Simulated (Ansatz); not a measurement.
# B2GeH (sextet): the correlation ladder, cc-pVDZ

An exercise on one series of results from a longer session: the logs are not shown, and one member is left open.

Method: cc-pVDZ, core rule «outside noble gas», up to 16 orbitals frozen; program: Ansatz 0.2.0, Gaussian basis.

The runs, in order: UHF; CCSD(T) on ROHF; CCSD(T) on UHF; BCCD(T) on ROHF; CISD; CCSDT(Q) on ROHF; CCSDT(Q) on UHF.

33 further runs of the same task are left out: 22 that didn't finish, 11 set aside as unsound or not needed.

### What is computed

The geometry is a PBE0/def2-TZVP stationary point (not a proven minimum) of the parent state, kept for this charge and spin. No spin-orbit coupling is included. The filled d shell of Ge may be among the frozen orbitals whatever the setting's name suggests; the logs give the count.

4 atoms, charge 0, spin multiplicity 6.

Atoms are counted from 1 here; the program's logs count them from 0.

Bond lengths: B1–Ge2 2.121 Å, B1–B3 1.683 Å, Ge2–B3 2.022 Å, B3–H4 1.189 Å. Angles: Ge2–B1–B3 63.0°, B1–Ge2–B3 47.9°, B1–B3–Ge2 69.2°, B1–B3–H4 135.9°, Ge2–B3–H4 150.2°.

Coordinates:

```xyz
4
charge 0, multiplicity 6
B     0.01344   -1.05956   -1.35549
Ge    0.00418    0.04616    0.45486
B    -0.05753    0.61702   -1.48353
H     0.17182    1.41949   -2.33005
```

The first run:

The input, in.yaml:

```yaml
crystal:
  periodic: [false, false, false]
  atoms:
    - {symbol: B, position_ang: [0.013443, -1.059555, -1.355486]}
    - {symbol: Ge, position_ang: [0.004178, 0.046165, 0.454861]}
    - {symbol: B, position_ang: [-0.057533, 0.617024, -1.483527]}
    - {symbol: H, position_ang: [0.171821, 1.419494, -2.330052]}
basis:
  gaussian: {orbitals: cc-pVDZ}
magnetization: {spin_polarized: true, initial_magnetization: 5}
hamiltonian: {xc: hf}
output: {orbitals: {seedname: orbitals}}
```

On the command line:

```bash
$ ansatz run in.yaml --threads 1 --pin off --events-out ev --progress --plain --max-ram 2393MiB
```

Among the steps run: UHF; CCSD(T) on ROHF; CCSD(T) on UHF; BCCD(T) on ROHF; CISD; CCSDT(Q) on ROHF; CCSDT(Q) on UHF.

One of the session's tables, all rows but one given; the rest of the session is left out.

It belongs to the step «Misses and costs». 

| method | from UCCSDT(Q) (kJ/mol) |
| --- | --- |
| ROHF | +576.2 |
| UHF | +565.2 |
| RMP2 | +121.8 |
| UMP2 | +123.6 |
| CISD | +66.0 |
| RCCSD | ? |
| UCCSD | +29.2 |
| RCCSD(T) | +7.6 |
| UCCSD(T) | +6.3 |
| BCCD(T) | +7.3 |
| RCCSDT | +3.1 |
| UCCSDT | +1.8 |
| RCCSDT(Q) | +1.4 |
| UCCSDT(Q) | 0 |

**Question.** Estimate the row for RCCSD.

**Answer.** from UCCSDT(Q) (kJ/mol): +30.8. In the column «from UCCSDT(Q) (kJ/mol)» it lies between UCCSD (+29.2) and CISD (+66.0).

To keep in mind: Restricted and unrestricted rows rest on different reference determinants; where their highest levels disagree by more than a few hundredths of an eV, they describe different states and don't form one ladder.
